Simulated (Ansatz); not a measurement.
This script drives the Ansatz DFT code, driven from Python.

`nalas2.py`
```python
# -*- coding: utf-8 -*-
import warnings

import ansatz as az
import numpy as np
from tabulate import tabulate

PHASES = {
    "P4/mmm": (
        [(4.20197, 0.0, 0.0), (0.0, 4.20197, 0.0), (0.0, 0.0, 5.655611)],
        [
            ("Na", (0.0, 0.0, 0.0)),
            ("La", (0.5, 0.5, 0.5)),
            ("S", (0.0, 0.0, 0.5)),
            ("S", (0.5, 0.5, 0.0)),
        ],
    ),
    "R-3m": (
        [(2.108521, 1.217355, 6.617156), (-2.108521, 1.217355, 6.617156), (0.0, -2.43471, 6.617156)],
        [
            ("Na", (0.5, 0.5, 0.5)),
            ("La", (0.0, 0.0, 0.0)),
            ("S", (0.745632, 0.745632, 0.745632)),
            ("S", (0.254368, 0.254368, 0.254368)),
        ],
    ),
}


def build(vectors, sites):
    crystal = az.Crystal(lattice=az.Lattice.of(vectors))
    for symbol, position in sites:
        crystal = crystal.atom(symbol, position)
    return crystal


def run_phase(name, crystal):
    calc = crystal.calculation()
    calc = calc.functional("lda")
    calc = calc.basis(520).kpoints(spacing=0.44)
    calc = calc.occupations("gaussian", width=0.02).stress()
    calc = calc.band_table()
    calc = calc.relax(force_tolerance=0.02, cell=True)
    return calc.run()


def gap_ev(outcome):
    # nan where the run reports no band edges: a metal, overlapping bands, or a gap that is small against the smearing
    edges = outcome.report.get("band_edges_ev")
    return edges[1] - edges[0] if edges else float("nan")


def volume_per_atom(outcome):
    return abs(np.linalg.det(outcome.lattice.cell_ang)) / len(outcome.lattice.sites)


def main():
    warnings.simplefilter("ignore", az.DeckWarning)

    phases = {name: build(*cell) for name, cell in PHASES.items()}

    done = {name: run_phase(name, crystal) for name, crystal in phases.items()}

    energy = {name: o.report["energy_sigma0_ev"] / len(o.lattice.sites) for name, o in done.items()}
    lowest = min(energy.values())
    rows = [(name, len(o.lattice.sites), 1000 * (energy[name] - lowest), gap_ev(o), volume_per_atom(o)) for name, o in done.items()]
    rows.sort(key=lambda row: row[2])
    print(tabulate(rows, headers=["phase", "atoms", "dE (meV/atom)", "gap (eV)", "V (A^3/atom)"], floatfmt=".4f", tablefmt="plain"))
    print("order:", " < ".join(row[0] for row in rows))


if __name__ == "__main__":
    main()
```

It is started by `python nalas2.py`. How long does it take on 1 thread of Arm Neoverse V1, with other jobs on the host, and how much memory does it need?

It took about 29 s, with a peak of 0.46 GiB, for 2 runs of the engine.

```console
$ python nalas2.py
phase      atoms    dE (meV/atom)    gap (eV)    V (A^3/atom)
R-3m           4           0.0000      2.3815         23.8567
P4/mmm         4          66.9630      0.5449         23.4969
order: R-3m < P4/mmm
```

By space group at the end of each run: R-3m (+0 meV an atom, 23.9 Å³) and P4/mmm (+67 meV an atom, 23.5 Å³).

Reading the output:
- Semilocal gaps usually lie well under measured ones.
- Semilocal functionals put the empty 4f levels of La too low, which can move the conduction edge.
- The cells come from databases of deposited and of computed structures, and not all need be stable phases.
- Gaps and levels are Kohn-Sham values on a finite set of k-points, without spin-orbit coupling.
- The ranking holds among these structures alone, at zero temperature; the ground state may be another structure. Differences under 10 to 15 meV an atom lie within the error of mesh and functional.

(A comment or docstring line of the script was reworded after the run, the code is as it ran; lines on the test bed's own set-up are left out of the output.)
